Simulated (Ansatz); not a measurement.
**GaBHS (doublet): the correlation ladder at a displaced geometry (v1), cc-pVDZ**

An exercise on one series of results from a longer session: the logs are not shown, and one member is left open.

Method: cc-pVDZ, core rule «outside noble gas», up to 20 orbitals frozen; program: Ansatz 0.2.0, Gaussian basis.

To be run: UHF; CCSD(T) on ROHF; CCSD(T) on UHF; BCCD(T) on ROHF; CISD; CCSDT(Q) on ROHF; CCSDT(Q) on UHF; CASSCF and MRCISD+Q, 9 electrons in 9 orbitals; CASSCF and NEVPT2, 9 electrons in 9 orbitals.

28 further runs of the same task are left out: 3 for a known fault of the program, 8 that didn't finish, 17 set aside as unsound or not needed.

### What is computed

The geometry is a PBE0/def2-TZVP stationary point (not a proven minimum) with its atoms shifted at random (size 0.040 Å). No spin-orbit coupling is included. The filled d shell of Ga may be among the frozen orbitals whatever the setting's name suggests; the logs give the count.

4 atoms, charge 0, spin multiplicity 2.

Atoms are counted from 1 here; the program's logs count them from 0.

Bond lengths: B1–Ga2 2.018 Å, B1–H4 1.157 Å, Ga2–S3 2.057 Å. Angles: Ga2–B1–H4 146.3°, B1–Ga2–S3 176.2°.

Set-up of the first run:

in.yaml reads:

```yaml
crystal:
  periodic: [false, false, false]
  atoms:
    - {symbol: B, position_ang: [0.002340, -0.227632, 1.267426]}
    - {symbol: Ga, position_ang: [0.001457, -0.070616, -0.743974]}
    - {symbol: S, position_ang: [0.049456, -0.036194, -2.800517]}
    - {symbol: H, position_ang: [-0.053253, 0.334442, 2.277066]}
basis:
  gaussian: {orbitals: cc-pVDZ}
magnetization: {spin_polarized: true, initial_magnetization: 1}
hamiltonian: {xc: hf}
output: {orbitals: {seedname: orbitals}}
```

Run with:

```
ansatz run in.yaml --threads 1 --pin off --events-out ev --progress --plain --max-ram 2393MiB
```

Among the steps run: UHF; CCSD(T) on ROHF; CCSD(T) on UHF; BCCD(T) on ROHF; CISD; CCSDT(Q) on ROHF; CCSDT(Q) on UHF; CASSCF and MRCISD+Q, 9 electrons in 9 orbitals; CASSCF and NEVPT2, 9 electrons in 9 orbitals.

One table of the session follows, with a row left open; its other results are not shown here.

| method | from UCCSDT(Q) (kJ/mol) |
| --- | --- |
| ROHF | +747.8 |
| UHF | +740.2 |
| RMP2 | +126.1 |
| UMP2 | +125.9 |
| RCCSD | +40.0 |
| UCCSD | +39.8 |
| RCCSD(T) | +8.5 |
| UCCSD(T) | +8.5 |
| BCCD(T) | +8.8 |
| RCCSDT | +3.8 |
| UCCSDT | +3.8 |
| RCCSDT(Q) | +1.6 |
| UCCSDT(Q) | 0 |
| CASSCF frontier | +543.8 |
| MRCISD frontier | ? |
| MRCISD+Q frontier | +12.6 |

Estimate the missing values for MRCISD frontier.

The run gave: from UCCSDT(Q) (kJ/mol): +62.8. In the column «from UCCSDT(Q) (kJ/mol)» it lies between RCCSD (+40.0) and UMP2 (+125.9).

Not comparable, so not listed: CISD; CASSCF and NEVPT2, 9 electrons in 9 orbitals (they don't share determinant, frozen orbitals or solution with the rows shown, or repeat one).

Limits of these values: Restricted and unrestricted rows rest on different reference determinants; where their highest levels disagree by more than a few hundredths of an eV, they describe different states and don't form one ladder. Warnings in the runs' records: passed over end.
